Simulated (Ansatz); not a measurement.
Below is the output of a Python script on the Ansatz DFT code, driven from Python that makes harmonic frequencies at the relaxed geometry of C2H5BClN, SMILES CC(=N)BCl. Write a script that gives it. Settings (for the species named): Hartree-Fock, def2-SVP basis, multiplicity 1.

```xyz
10

C    -0.9594   -0.6471    0.1191
C     0.3837   -0.0493    0.1973
N     1.1872   -0.4889    1.0571
B     0.9113    1.1364   -0.7479
Cl   -0.3169    1.8530   -2.0007
H    -1.7340    0.1714    0.4684
H    -1.2187   -0.8577   -0.9425
H    -1.0792   -1.5049    0.7134
H     0.9760   -1.2296    1.7682
H     1.9331    1.5655   -0.6295
```

`python c2h5bcln_freq.py` gives:
```text
bond        before    after (A)
C0-C1        1.4722   1.5105
C0-H5        1.1798   1.0914
C0-H6        1.1129   1.0914
C0-H7        1.0504   1.0910
C1-N2        1.2562   1.2629
C1-B3        1.6055   1.5889
N2-H8        1.0483   1.0116
B3-Cl4       1.8951   1.7651
B3-H9        1.1145   1.1887
mode  1      40.6 1/cm     5.03 meV
mode  2     152.1 1/cm    18.86 meV
mode  3     193.5 1/cm    23.99 meV
mode  4     406.3 1/cm    50.38 meV
mode  5     453.0 1/cm    56.16 meV
mode  6     518.4 1/cm    64.28 meV
mode  7     784.9 1/cm    97.31 meV
mode  8     843.6 1/cm   104.59 meV
mode  9     905.0 1/cm   112.21 meV
mode 10     984.8 1/cm   122.10 meV
mode 11    1084.1 1/cm   134.41 meV
mode 12    1155.4 1/cm   143.25 meV
mode 13    1188.8 1/cm   147.40 meV
mode 14    1240.8 1/cm   153.84 meV
mode 15    1478.1 1/cm   183.26 meV
mode 16    1531.7 1/cm   189.90 meV
mode 17    1570.5 1/cm   194.72 meV
mode 18    1579.2 1/cm   195.79 meV
mode 19    1875.4 1/cm   232.52 meV
mode 20    2823.1 1/cm   350.02 meV
mode 21    3179.4 1/cm   394.20 meV
mode 22    3265.9 1/cm   404.92 meV
mode 23    3272.3 1/cm   405.72 meV
mode 24    3683.7 1/cm   456.72 meV
imaginary modes: 0  zero-point energy: 2.1208 eV
H(298 K) - E = 2.3101 eV
S(298 K, 1 bar) = 331.9 J/(mol K) with symmetry number 1
```

The script that was run (others could print the same):

Script `c2h5bcln_freq.py`:
```python
"""Harmonic frequencies of C2H5BClN at its relaxed geometry."""

import ansatz as az
from ase import Atoms
from ase.thermochemistry import IdealGasThermo
import numpy as np

GEOMETRY = """
C    -0.95940   -0.64710    0.11910
C     0.38370   -0.04930    0.19730
N     1.18720   -0.48890    1.05710
B     0.91130    1.13640   -0.74790
Cl   -0.31690    1.85300   -2.00070
H    -1.73400    0.17140    0.46840
H    -1.21870   -0.85770   -0.94250
H    -1.07920   -1.50490    0.71340
H     0.97600   -1.22960    1.76820
H     1.93310    1.56550   -0.62950
"""

c2h5bcln = az.Crystal.molecule()
for line in GEOMETRY.strip().splitlines():
    symbol, *xyz = line.split()
    c2h5bcln = c2h5bcln.atom(symbol, [float(v) for v in xyz])

setup = (
    c2h5bcln.calculation()
    .basis(gaussian="def2-SVP")
    .functional("hf")
    .scf(lower_state_search="light")
)
symbols = [site.symbol for site in c2h5bcln.cartesian_sites]
start = np.array([site.position_ang for site in c2h5bcln.cartesian_sites], dtype=float)
summary = setup.relax(force_tolerance=0.003).run().report
end = np.array(summary["positions_ang"])

print("bond        before    after (A)")
for i, j in [(0, 1), (0, 5), (0, 6), (0, 7), (1, 2), (1, 3), (2, 8), (3, 4), (3, 9)]:
    d0, d1 = (np.linalg.norm(xyz[i] - xyz[j]) for xyz in (start, end))
    print(f"{symbols[i]}{i}-{symbols[j]}{j}".ljust(10), f"{d0:8.4f} {d1:8.4f}")

# same settings at the minimum
minimum = az.Crystal.molecule()
for symbol, xyz in zip(symbols, end):
    minimum = minimum.atom(symbol, xyz.tolist())
vibrating = (
    minimum.calculation()
    .basis(gaussian="def2-SVP")
    .functional("hf")  # level of theory
    .scf(lower_state_search="light")  # control of the self-consistency loop
    .phonons(temperatures=(298.15, 498.15, 100))
)
vib = vibrating.run().report["vibrations"]
sums = vib["harmonic_sums"]
modes = [m["omega_inv_cm"] for m in sums["modes_at_gamma"] if m["rigid_motion"] == "no"]
for number, w in enumerate(modes, start=1):
    print(f"mode {number:2d} {w:9.1f} 1/cm {w / 8065.544 * 1000:8.2f} meV")
print("imaginary modes:", sum(w < 0 for w in modes), " zero-point energy:", round(sums["zero_point_energy_ev"], 4), "eV")
# rigid rotor and ideal gas, symmetry number taken as one
gas = IdealGasThermo(vib_energies=[w / 8065.544 for w in modes if w > 0], geometry="linear" if len(modes) == 3 * len(symbols) - 5 else "nonlinear",
                     atoms=Atoms(symbols, positions=end), symmetrynumber=1, spin=0.0)
print(f"H(298 K) - E = {gas.get_enthalpy(298.15, verbose=False):.4f} eV")
print(f"S(298 K, 1 bar) = {96485.33 * gas.get_entropy(298.15, 1e5, verbose=False):.1f} J/(mol K) with symmetry number 1")
```

Caveats:
- The settings weren't tested for convergence.
- The frequencies are harmonic and unscaled, in a modest basis. The result belongs to the one conformer reached from this start, and soft torsions count as harmonic oscillators.
- The entropy takes a symmetry number of 1; a symmetric molecule's is lower by R ln(sigma).
- Timing: 5.3 min on 1 thread of Intel(R) Xeon(R) Platinum 8259CL CPU @ 2.50GHz (Skylake/Cascade Lake), on a shared host, peak memory 0.32 GiB.

(Lines on the test bed's own set-up are left out of the output.)
